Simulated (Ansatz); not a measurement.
# AsH₂+ (singlet): from Hartree-Fock to the top rungs at angle H2–As1–H3 = 66.3°, cc-pVDZ

An exercise on one series of results from a longer session: the logs are not shown, and one member is left open.

Program: Ansatz 0.2.0, Gaussian basis. Level of theory: cc-pVDZ, core rule «outside noble gas», up to 14 orbitals frozen. These are calculated values, not measurements.

To be run: UHF; CCSD(T) on RHF; BCCD(T) on RHF; CISD; CCSDT(Q) on RHF; CCSDTQ on RHF; CASSCF and MRCISD+Q, 2 electrons in 2 orbitals; CASSCF and NEVPT2, 2 electrons in 2 orbitals; CASSCF and MRCISD+Q, 6 electrons in 6 orbitals; CASSCF and NEVPT2, 6 electrons in 6 orbitals; Full CI.

11 further runs of the same task are left out: 8 that didn't finish, 3 set aside as unsound or not needed.

## The system

The geometry derives from a PBE0/def2-TZVP stationary point (not a proven minimum). One angle is set to the value named; bond lengths are kept. No spin-orbit coupling is included. The filled d shell of As may be among the frozen orbitals whatever the setting's name suggests; the logs give the count.

3 atoms, charge 1, spin multiplicity 1.

Atoms are counted from 1 here; the program's logs count them from 0.

Bond lengths: As1–H2 1.530 Å, As1–H3 1.530 Å. Angles: H2–As1–H3 66.3°.

Set-up of the first run:

Contents of in.yaml:

```yaml
crystal:
  periodic: [false, false, false]
  atoms:
    - {symbol: As, position_ang: [0.000000, -0.033563, 0.000000]}
    - {symbol: H, position_ang: [0.000000, 1.247376, -0.836625]}
    - {symbol: H, position_ang: [0.000000, 1.247374, 0.836628]}
basis:
  gaussian: {orbitals: cc-pVDZ}
total_charge: 1
magnetization: {spin_polarized: true, initial_magnetization: 0}
hamiltonian: {xc: hf}
output: {orbitals: {seedname: orbitals}}
```

The run is started by

```
> ansatz run in.yaml --threads 1 --pin off --events-out ev --progress --plain --max-ram 2393MiB
```

Among the steps run: UHF; CCSD(T) on RHF; BCCD(T) on RHF; CISD; CCSDT(Q) on RHF; CCSDTQ on RHF; CASSCF and MRCISD+Q, 2 electrons in 2 orbitals; CASSCF and NEVPT2, 2 electrons in 2 orbitals; CASSCF and MRCISD+Q, 6 electrons in 6 orbitals; CASSCF and NEVPT2, 6 electrons in 6 orbitals; Full CI.

One table of the session follows, with a row left open; its other results are not shown here.

| method | from FCI (meV) |
| --- | --- |
| RHF | +3357.8 |
| RMP2 | +821.0 |
| CISD | +214.3 |
| RCCSD | +84.4 |
| RCCSD(T) | +18.4 |
| BCCD(T) | +18.4 |
| RCCSDT | +4.1 |
| RCCSDT(Q) | +0.9 |
| RCCSDTQ | +0.1 |
| CASSCF pair | +2858.7 |
| NEVPT2 pair | +764.6 |
| MRCISD pair | +149.0 |
| MRCISD+Q pair | -37.3 |
| CASSCF valence | +1800.6 |
| NEVPT2 valence | ? |
| MRCISD valence | +63.4 |
| MRCISD+Q valence | +3.2 |
| FCI | 0 |

**Question.** Estimate the row for NEVPT2 valence.

**Answer.** from FCI (meV): +478.3. In the column «from FCI (meV)» it lies between CISD (+214.3) and NEVPT2 pair (+764.6).

Among the levels timed on like hardware and quicker than the yardstick, those that no quicker one beats, quickest first: BCCD(T) (0.48 s, +18.4 meV); RCCSDT(Q) (1 s, +0.9 meV).

Caveats from the session: The yardstick is full CI for this spin, exact in this basis with these frozen cores. MRCISD+Q pair falls below full CI: the +Q correction isn't variational, and the cores differ from full CI's. Of the multireference levels listed MRCISD+Q valence comes nearest in total energy (+3.2 meV), which doesn't show that its space is the better one.
